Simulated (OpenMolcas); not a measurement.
# Pt³⁺ among point charges: CASSCF and CASPT2 levels and susceptibility

How does a field of 4 point charges split the states of Pt³⁺, and what χT follows?

Program: OpenMolcas 26.06. Level of theory: state-averaged CASSCF and CASPT2, spin-orbit coupling by RASSI with atomic mean-field integrals. These are calculated values, not measurements, unless marked.

**1. Starting point**

* Species: Pt³⁺ (platinum, Z = 78, 75 electrons)
* Basis: ANO-RCC-VDZP [7s6p4d2f], 59 functions
* Scalar Hamiltonian: DKH2, point nucleus
* Inactive shells: 1s 2s 2p 3s 3p 3d 4s 4p 4d 4f 5s 5p
* Active space: 7 electrons in 5 orbitals (5d)
* Some configurations of this space: 5d7
* Orbitals: optimised for each spin and parity, averaged over all roots

Outer shells as boxes (Hund's rule):

5d7
```
5d [↑↓][↑↓][↑ ][↑ ][↑ ]
```

The ion sits among 4 point charges of -2.5 e arranged as a tetrahedron (Td), 2.07 Å from the ion.

Each step is its own input file, run in one work folder so that later steps find the files of earlier ones. Labels, J, g values, rates, χT and fits are worked out afterwards by a script from the matrices that RASSI stores.

**2. GATEWAY and SEWARD: basis and integrals**

Contents of a.inp:

```
&GATEWAY
Coord
1

Pt 0.0 0.0 0.0
Basis=ANO-RCC-VDZP
Group=NoSym
NoMove
AngMom=0.0 0.0 0.0
AMFI
XField
4 Angstrom 0
1.195115 1.195115 1.195115 -2.500000
1.195115 -1.195115 -1.195115 -2.500000
-1.195115 1.195115 -1.195115 -2.500000
-1.195115 -1.195115 1.195115 -2.500000
&SEWARD
```

Command:

```console
OMP_NUM_THREADS=1 MOLCAS_MEM=1689 MOLCAS_PROJECT=a pymolcas a.inp > a.log
```

**3. CASSCF: quartets, 10 roots**

Contents of a.inp:

```
&RASSCF
FileOrb=start.orb
Symmetry=1
Spin=4
nActEl=7 0 0
Inactive=34
Ras2=5
CIRoot=10 10 1
SDav=10
CIMx=300
Iter=120 100
PrWF=0.3
OrbListing=Nothing
MaxOrb=0
>>> COPY $Project.JobIph JOB001
```

start.orb holds the contracted functions of the basis, ordered by shell, or the orbitals of the step before.

**4. Reference wave functions, doublets, 40 roots**

Contents of a.inp:

```
&RASSCF
FileOrb=start.orb
Symmetry=1
Spin=2
nActEl=7 0 0
Inactive=34
Ras2=5
CIRoot=40 40 1
SDav=40
CIMx=300
Iter=120 100
PrWF=0.3
OrbListing=Nothing
MaxOrb=0
>>> COPY $Project.JobIph JOB002
```

**5. State interaction with spin-orbit coupling**

Contents of a.inp:

```
&RASSI
NrOfJobIphs=2 10 40
1 2 3 4 5 6 7 8 9 10
1 2 3 4 5 6 7 8 9 10 11 12 13 14 15 16 17 18 19 20 21 22 23 24 25 26 27
28 29 30 31 32 33 34 35 36 37 38 39 40
IphNames
JOB001
JOB002
EJob
SpinOrbit
DIPRint=1.0
SOCoupling=1000.0
Subsets=2
Property=9
'ANGMOM' 1 'ANGMOM' 2 'ANGMOM' 3 'MLTPL  1' 1 'MLTPL  1' 2 'MLTPL  1' 3
'AMFI' 1 'AMFI' 2 'AMFI' 3
SOProperty=3
'ANGMOM' 1 'ANGMOM' 2 'ANGMOM' 3
```

**6. CASPT2: IPEA 0.25, imaginary shift 0.1 (closed shells correlated: 4f 5s 5p)**

Contents of a.inp:

```
>>> COPY JOB001 $Project.JobIph
&CASPT2
Multistate=10 1 2 3 4 5 6 7 8 9 10
NoMult
Frozen=23
IPEA=0.25
Imaginary=0.1
MaxIter=60
WThr=0.0 0.3 0.05
PrWF=0.5
NoMix
>>> COPY JOB002 $Project.JobIph
&CASPT2
Multistate=40 1 2 3 4 5 6 7 8 9 10 11 12 13 14 15 16 17 18 19 20 21 22
23 24 25 26 27 28 29 30 31 32 33 34 35 36 37 38 39 40
NoMult
Frozen=23
IPEA=0.25
Imaginary=0.1
MaxIter=60
WThr=0.0 0.3 0.05
PrWF=0.5
NoMix
```

(Steps that only read results are left out.)

**Question.** What will these runs give? Wanted: spin-free ground state; first state of the same spin within the active space; lowest level; next level.

As calculated:

| quantity | value |
| --- | --- |
| method | SS-CASPT2, IPEA 0.25, imaginary shift 0.1 (closed shells correlated: 4f 5s 5p) |
| spin-free ground state | 4A2, 1-fold in its orbital part |
| first state of the same spin within the active space | 4T2 at 3440 cm⁻¹ |
| lowest level | 4-fold Γ8 |
| next level | 1856.5 cm⁻¹ |
| χT at 300 K | 4.18 cm³ K/mol |
| effective moment at 300 K | 5.78 μB |

Cost by method:

| method | time of its own steps | time with the reference |
| --- | --- | --- |
| A. CASSCF | 9.8 s | 9.8 s |
| B. SS-CASPT2, IPEA 0.25, imaginary shift 0.1, +4f 5s 5p | 10 s | 20 s |

Times are of one thread on a shared host.

What this shows: The spin-free ground state (4A2) comes to 100 % from free-ion F terms and keeps the highest spin of the shell. χT at 300 K is 4.18, against 1.88 cm³ K/mol for the spin alone, so orbital moment adds to it. CASPT2 does not keep the components of a term degenerate, and the means are used. The field of point charges can differ much from that of real complexes. This is an electrostatic model: the charges have no orbitals.
